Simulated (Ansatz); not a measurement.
**BeNi (Pm-3m): single point, by script**

What energy and properties does BeNi (Pm-3m) have at the given structure? Aim: a single point, for BeNi (Pm-3m), run from a script.

Program: Ansatz 0.2.0 through its Python package. Level of theory: DFT PBEsol, plane waves, PAW. These are calculated values, not measurements.

## 1. Starting point

The structure is cubic, space group Pm-3m (No. 221). The conventional cell has a = 2.587 Å, b = 2.587 Å, c = 2.587 Å, α = 90.00°, β = 90.00°, γ = 90.00°. Around Be (site symmetry m-3m) lie 8 Ni at 2.24 Å. Around Ni (site symmetry m-3m) lie 8 Be at 2.24 Å.

The script holds or builds the structure itself.

## 2. The script

beni_scf.py reads:

```python
"""SCF run for BeNi."""

from collections import Counter

import ansatz
from ase import Atoms
import numpy as np
from pymatgen.core import Structure

config = {
    "occupations": "Methfessel-Paxton",
    "width_ev": 0.1,
}

atoms = Atoms(
    ["Be", "Ni"],
    scaled_positions=[
        [0.0, 0.0, 0.0],
        [0.5, 0.5, 0.5],
    ],
    cell=[
        [2.587, 0.0, 0.0],
        [0.0, 2.587, 0.0],
        [0.0, 0.0, 2.587],
    ],
    pbc=True,
)
atoms.set_initial_magnetic_moments([0.0, 2.0])
crystal = ansatz.Crystal.from_ase(atoms)

# settings of the run
calculation = (
    crystal.calculation()
    .functional(ansatz.Functional.PBESOL)
    .kpoints(8)
    .occupations(config["occupations"], width=config["width_ev"])
    .spin("collinear")
    .forces()
    .band_table()
    .bader_charges()
)
session = calculation.session()
planned = session.plan(threads=1)
done = planned.execute()
summary = done.report

n_atoms = len(summary["lattice"]["sites"])
print("F =", round(summary["free_energy_ev"], 4), "eV for", n_atoms, "atoms")
print("E(sigma -> 0) =", round(summary["energy_sigma0_ev"], 4), "eV, TS =", round(summary["entropy_ts_ev"], 5), "eV")
print("closed by", summary["closed_by"], "after", summary["n_iterations"], "iterations")

final = Structure(done.lattice.cell_ang, [s.symbol for s in done.lattice.sites], [s.position_frac for s in done.lattice.sites])
# first shell of each atom, within 15 % of its shortest distance
for index, site in enumerate(final):
    near = final.get_neighbors(site, 4.5)
    edge = 1.15 * min(n.nn_distance for n in near)
    shell = Counter((round(n.nn_distance, 2), n.specie.symbol) for n in near if n.nn_distance < edge)
    print(f"{index:2d} {site.specie.symbol:2s}", ", ".join(f"{count} {symbol} at {d:.2f}" for (d, symbol), count in sorted(shell.items())))

# forces, one row an atom
forces = np.array(summary["forces_ev_ang"])
norms = np.linalg.norm(forces, axis=1)
print("largest force {:.4f} eV/A on atom {}".format(norms.max(), norms.argmax()))
print(np.array2string(forces, precision=4, suppress_small=True))

print(f"net moment {summary['magnetization_mub']:.3f} muB, absolute {summary['absolute_magnetization_mub']:.3f} muB")
for index, (site, m) in enumerate(zip(done.lattice.sites, summary["site_moments_mub"])):
    print(f"  {index:2d} {site.symbol:2s} {m:7.3f}")

# the band energy is the weighted sum of filled levels
eps, occ = np.array(summary["eigenvalues_ev"]), np.array(summary["occupations"])
wk = np.tile(summary["kweights"], len(eps) // len(summary["kweights"]))
print(f"sum of w f eps = {wk @ (eps * occ).sum(axis=1):.4f} eV, reported band energy {summary['components']['e_band']:.4f} eV")

charges = done.bader_charges()
for atom in charges.atoms:
    print(f"Bader charge {atom.symbol:2s} {atom.partial_charge_e:+.3f} e")
```

## 3. Running it

The run is started by

```
$ python beni_scf.py
```

Without the output at hand: what should come out? Wanted: free energy; gap on the mesh; largest force; moment, net / absolute; Bader charges.

As calculated:

```
              quantity                               value
           free energy  -5896.3104 eV (-2948.1552 eV/atom)
       gap on the mesh                                none
         largest force                          0.000 eV/Å
moment, net / absolute             0.11 / 0.11 μB per cell
         Bader charges                Be +1.46, Ni -1.46 e
```

In words: Filled and empty levels meet on the mesh: no gap at this level. All forces vanish by symmetry. Bader's partition moves up to 1.5 e between the atoms; in a metal this marks the more electronegative partner, not separate ions. The SCF didn't keep the moments it started from (some shrank, vanished or turned); what is printed is the state reached. The mesh is modest for a metal, so energies can be off by several to tens of meV an atom and pressures by half a GPa or more; differences at equal mesh fare better. This cell is a computed structure, which may not be the phase found in nature. Levels are Kohn-Sham eigenvalues on this mesh. The starting moments were not kept in at least one run, so it stands on a weaker or other magnetic state than the one typed.
